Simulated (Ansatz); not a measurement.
**CH₄F₂Sn: how energies converge with the basis set**

Aim: see how fast density functionals converge with the basis set for CH₄F₂Sn.

The runs use Ansatz 0.2.0, Gaussian basis; one geometry, several basis sets.

Levels to be run: PBE0-D4/def2-SVP; ωB97M-V/def2-SVP; PBE0-D4/def2-QZVPP; ωB97M-V/def2-QZVPP; the functionals' def2-TZVPP values are taken from earlier runs.

## (1) Structure used throughout

All runs share one geometry, relaxed beforehand with PBE0-D4 in a triple-zeta def2 set. Sn takes the def2 core potential; no spin-orbit term is included.

8 atoms, charge 0, spin multiplicity 1.

Atoms are counted from 1 here; the program's logs count them from 0.

Bond lengths: F1–C2 1.386 Å, C2–Sn3 2.162 Å, C2–H5 1.092 Å, C2–H6 1.092 Å, Sn3–F4 1.931 Å, Sn3–H7 1.703 Å, Sn3–H8 1.703 Å. Angles: F1–C2–Sn3 109.3°, F1–C2–H5 108.8°, F1–C2–H6 108.8°, Sn3–C2–H5 110.3°, Sn3–C2–H6 110.4°, H5–C2–H6 109.1°, C2–Sn3–F4 102.5°, C2–Sn3–H7 114.1°, C2–Sn3–H8 114.0°, F4–Sn3–H7 105.2°, F4–Sn3–H8 105.3°, H7–Sn3–H8 114.2°.

## (2) PBE0-D4 in def2-SVP

File in.yaml:

```yaml
crystal:
  periodic: [false, false, false]
  atoms:
    - {symbol: F, position_ang: [-0.756085, 1.771124, 0.819012]}
    - {symbol: C, position_ang: [-0.281766, 1.075590, -0.282071]}
    - {symbol: Sn, position_ang: [0.245111, -0.934284, 0.314403]}
    - {symbol: F, position_ang: [0.854151, -1.714403, -1.343208]}
    - {symbol: H, position_ang: [-1.060680, 1.052593, -1.047254]}
    - {symbol: H, position_ang: [0.592558, 1.596341, -0.678391]}
    - {symbol: H, position_ang: [1.581566, -1.019019, 1.366002]}
    - {symbol: H, position_ang: [-1.082754, -1.885143, 0.795707]}
basis:
  gaussian: {orbitals: def2-SVP}
hamiltonian: {xc: pbe0, dispersion: d4}
output: {orbitals: {seedname: orbitals}}
```

Command:

```sh
$ ansatz run in.yaml --threads 2 --pin off --events-out ev --progress --plain --max-ram 4352MiB
```

Further steps of the session: ωB97M-V in def2-SVP; PBE0-D4 in def2-QZVPP; ωB97M-V in def2-QZVPP.

**Question.** What will the summary of the whole plan be? Wanted: PBE0-D4: double and triple zeta above quadruple; ωB97M-V: double and triple zeta above quadruple.

As calculated:

| quantity | value |
| --- | --- |
| PBE0-D4: double and triple zeta above quadruple | 8.93, 0.44 eV |
| ωB97M-V: double and triple zeta above quadruple | 9.17, 0.43 eV |

PBE0-D4 gains 8.49 eV from double to triple zeta, then 0.44 eV more. These are total energies; as a rule much of such shifts cancels in differences, which this series doesn't test. The LUMO of ωB97M-V is positive and keeps falling with the basis (1.27 to 0.52 eV): an unbound level that the basis holds in place.
